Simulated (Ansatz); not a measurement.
**H4OSSn: small, medium and large basis sets**

The task here is to estimate one member of a computed series from the others.

Computed with Ansatz 0.2.0, Gaussian basis. Level: one geometry, several basis sets.

Levels to be run: PBE0-D4/def2-SVP; ωB97M-V/def2-SVP; PBE0-D4/def2-QZVPP; ωB97M-V/def2-QZVPP; the functionals' def2-TZVPP values are taken from earlier runs.

## The geometry

An earlier PBE0-D4 in a triple-zeta def2 set relaxation fixed the geometry. Sn takes the def2 core potential; no spin-orbit term is included.

SMILES `[OH][SnH2][SH]`, 7 atoms, charge 0, spin multiplicity 1.

Atoms are counted from 1 here; the program's logs count them from 0.

Bond lengths: O1–Sn2 1.964 Å, O1–H4 0.960 Å, Sn2–S3 2.398 Å, Sn2–H5 1.704 Å, Sn2–H6 1.698 Å, S3–H7 1.344 Å. Angles: Sn2–O1–H4 112.7°, O1–Sn2–S3 108.5°, O1–Sn2–H5 110.3°, O1–Sn2–H6 103.0°, S3–Sn2–H5 105.9°, S3–Sn2–H6 112.7°, H5–Sn2–H6 116.3°, Sn2–S3–H7 93.3°.

The first run:

in.yaml reads:

```yaml
crystal:
  periodic: [false, false, false]
  atoms:
    - {symbol: O, position_ang: [-1.593503, -0.442812, -0.504030]}
    - {symbol: Sn, position_ang: [0.002911, 0.630957, -0.111154]}
    - {symbol: S, position_ang: [1.813557, -0.855307, 0.402763]}
    - {symbol: H, position_ang: [-1.410838, -1.173135, -1.100353]}
    - {symbol: H, position_ang: [0.488540, 1.494999, -1.497482]}
    - {symbol: H, position_ang: [-0.481098, 1.561423, 1.224069]}
    - {symbol: H, position_ang: [1.241531, -1.284124, 1.540386]}
basis:
  gaussian: {orbitals: def2-SVP}
hamiltonian: {xc: pbe0, dispersion: d4}
output: {orbitals: {seedname: orbitals}}
```

Run with:

```sh
$ ansatz run in.yaml --threads 2 --pin off --events-out ev --progress --plain --max-ram 4352MiB
```

Among the steps run: PBE0-D4 in def2-SVP; ωB97M-V in def2-SVP; PBE0-D4 in def2-QZVPP; ωB97M-V in def2-QZVPP.

One table of the session follows, with a row left open; its other results are not shown here.

It belongs to the step «Density functionals: the series». 

```
functional       basis  HOMO (eV)
   PBE0-D4    def2-SVP      -7.41
   PBE0-D4  def2-TZVPP      -7.57
   PBE0-D4  def2-QZVPP      -7.60
   ωB97M-V    def2-SVP      -9.57
   ωB97M-V  def2-TZVPP          ?
   ωB97M-V  def2-QZVPP      -9.82
```

Q: Estimate the row for ωB97M-V, def2-TZVPP from the others.

**Answer.** HOMO (eV): -9.78. In the column «HOMO (eV)» it lies between ωB97M-V, def2-QZVPP (-9.82) and ωB97M-V, def2-SVP (-9.57).
